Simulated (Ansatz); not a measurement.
# S: the cost of one run

Computed with Ansatz 0.2.0 (DFT LDA+D3(BJ), scalar-relativistic, plane waves, PAW, unless a step's input says otherwise).

27 further runs of the same task are left out: 1 that didn't finish, 26 set aside as unsound or not needed.

## Step 1: The starting structure

The structure is tetragonal, space group P4mm (No. 99). The conventional cell has a = 16.828 Å, b = 16.828 Å, c = 20.448 Å, α = 90.00°, β = 90.00°, γ = 90.00°. Around S (site symmetry m) lie 2 S at 2.04 Å.

As a file:

```
CELL_PARAMETERS angstrom
16.82845 0.00000 0.00000
0.00000 16.82845 0.00000
0.00000 0.00000 20.44766
ATOMIC_POSITIONS crystal
S 0.36059 0.50000 0.41629
S 0.40142 0.40142 0.46371
S 0.40142 0.59858 0.46371
S 0.50000 0.36059 0.41629
S 0.50000 0.63941 0.41629
S 0.59858 0.40142 0.46371
S 0.59858 0.59858 0.46371
S 0.63941 0.50000 0.41629
```

It goes back to an entry of the Materials Project, which need not be the stable form.

It is the result of an earlier relaxation at this level (volume 723.84 Å³/atom; gap on the mesh: 3.41 eV).

## Step 2: Plan of the line

Atoms count from 1 in the order of the input.

An atom moved over a plane that holds its own site and a neighbouring vacancy.

- path of S1 from its site (0) to the vacancy (1), 2.041 Å: 9 values from −0.167 to 1.167
- shift of S1 across the path, along a normal: 7 values from −0.700 to 0.700 Å

Nothing else is relaxed (all other atoms held at the sites of the perfect crystal). Points are written as (first, second).

## Step 3: The run at (1.000, −0.700 Å)

Contents of input.yaml:

```yaml
crystal:
  lattice:
    - [16.8284493521, -16.8284493521, 0.0]
    - [-16.8284493521, -16.8284493521, 0.0]
    - [0.0, 16.8284493521, -20.4476642038]
  atoms:
    - { symbol: S, position: [0.2818347609, 0.899960834, 0.5589931663] }
    - { symbol: S, position: [0.7221517611, 0.3615610915, 0.5837128526] }
    - { symbol: S, position: [0.7681435737, 0.3667201252, 0.5362871474] }
    - { symbol: S, position: [0.1695670223, 0.7681435737, 0.5362871474] }
    - { symbol: S, position: [0.6695670223, 0.2681435737, 0.5362871474] }
    - { symbol: S, position: [0.3615610915, 0.8615610915, 0.5837128526] }
    - { symbol: S, position: [0.8615610915, 0.3615610915, 0.5837128526] }
    - { symbol: S, position: [0.2221517611, 0.7221517611, 0.5837128526] }
    - { symbol: S, position: [0.7221517611, 0.2221517611, 0.5837128526] }
    - { symbol: S, position: [0.3667201252, 0.7681435737, 0.5362871474] }
    - { symbol: S, position: [0.8667201252, 0.2681435737, 0.5362871474] }
    - { symbol: S, position: [0.2681435737, 0.6695670223, 0.5362871474] }
    - { symbol: S, position: [0.7681435737, 0.1695670223, 0.5362871474] }
    - { symbol: S, position: [0.3615610915, 0.7221517611, 0.5837128526] }
    - { symbol: S, position: [0.8615610915, 0.2221517611, 0.5837128526] }
basis:
  ecutwfc: 420
kpoints:
  mp_grid: { grid: [1, 1, 1] }
hamiltonian:
  xc: lda
  dispersion: d3bj
scf:
  occupations: { method: gaussian, width: 0.05 }
output:
  forces: true
  stress: true
  eigenvalues: true
  write_density: true
  write_potential: true
  elf: true
  volumetric_format: npy
```

Run with:

```
$ ansatz run input.yaml --threads 4 --pin off --max-ram 8192MiB --backend cpu --events-out ev --progress --plain --runs-dir out
```

Q: Estimate wall time and peak memory on 4 threads of AMD EPYC 9R45 (Zen 5), shared host.

About 13 s, with a peak of 4.1 GiB.
